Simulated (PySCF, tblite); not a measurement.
# BrH7PSi4 radical: geometry, infrared bands and EPR parameters

Aim: predict the infrared bands and EPR parameters of BrH7PSi4 radical (`[PH][Si@H]1[SiH2][Si@H](Br)[SiH2]1`).

The runs use tblite 0.8.0 and PySCF 2.14.0, with density-fitted response routines of our own; the level of theory stands in each step. All values are computed, except where a source is named. Atoms are numbered from 0 throughout.

**1. The molecule as given**

13 atoms, charge 0, multiplicity 2; geometry from: force field or distance geometry start.

Bonds of the start (Å): P0–Si1 2.18, Si1–Si2 2.28, Si2–Si3 2.27, Si3–Br4 2.21, Si3–Si5 2.29, Si5–Si1 2.28, P0–H6 1.43, Si1–H7 1.49, Si2–H8 1.49, Si2–H9 1.50, Si3–H10 1.48, Si5–H11 1.49, Si5–H12 1.50.

**2. Geometry optimisation with GFN2-xTB**

Job settings and geometry (Å):

```
{"job": {"kind": "relax", "xc": "GFN2-xTB", "basis": "xTB"}, "charge": 0, "multiplicity": 2}
P     -3.200600    -0.353800    -0.237700
Si    -1.101500    -0.853100     0.101900
Si     0.340300    -0.207800    -1.540500
Si     1.818900     0.284500     0.108300
Br     3.035900    -1.466900     0.700800
Si     0.014900     0.580400     1.483200
H     -2.960600     1.003600    -0.611800
H     -0.906900    -2.276900     0.503700
H      0.759700    -1.288400    -2.475700
H     -0.139400     1.017400    -2.252000
H      2.650600     1.487100    -0.113400
H     -0.515300     1.968300     1.420500
H      0.199500     0.106000     2.894900
```

On the command line:

```console
> OMP_NUM_THREADS=1 python probes_run.py task.json out
```

The driver reads the jobs from task.json and runs them one after another.

**Question.** This job is followed by: GFN2-xTB harmonic vibrations, gas phase; UKS B3LYP, def2-TZVP-core on Br, pcH-1 on H P Si, non-relativistic, mean-field spin-orbit, GIAO. What will the session give for the following? strongest single infrared mode (GFN2-xTB); zero-point energy (GFN2-xTB); g(iso) (B3LYP); ⟨S²⟩; largest a(iso) (averaged by class); potential on the surface of density 0.002 e/bohr³, 1st and 99th percentile.

**Answer**, as computed:

| quantity | value |
| --- | --- |
| strongest single infrared mode (GFN2-xTB) | 804 cm⁻¹, 515 km/mol |
| zero-point energy (GFN2-xTB) | 36.6 kcal/mol |
| g(iso) (B3LYP) | 2.01234 |
| ⟨S²⟩ | 0.754 (exact 0.75) |
| largest a(iso) (averaged by class) | 31P on P0, 104.3 MHz |
| potential on the surface of density 0.002 e/bohr³, 1st and 99th percentile | -0.50 V and 1.70 V |

In words: The optimisation took 95 steps and gained 0.636 eV; among the close pairs (by a distance rule), Si1–Si2 changed most, from 2.279 to 2.406 Å. All 33 modes are real, so the xTB geometry is a minimum. The strongest single mode, at 804 cm⁻¹, has its largest shares on H11, H12, H9 and H8 (the list is cut at 4 atoms). GFN2-xTB is a fitted tight-binding method: band positions and strengths are rough. Its intensities can rank the bands wrongly. P0 carries the largest spin population, 0.94 e. The isotropic g lies 10.0 ppt above the free-electron value. The hyperfine terms hold no scalar relativity, which the heavier nuclei need. These values are for one conformer; the search (at its own cheap level) found 1 more, at 1.00 kcal/mol, and measured spectra average over such forms.
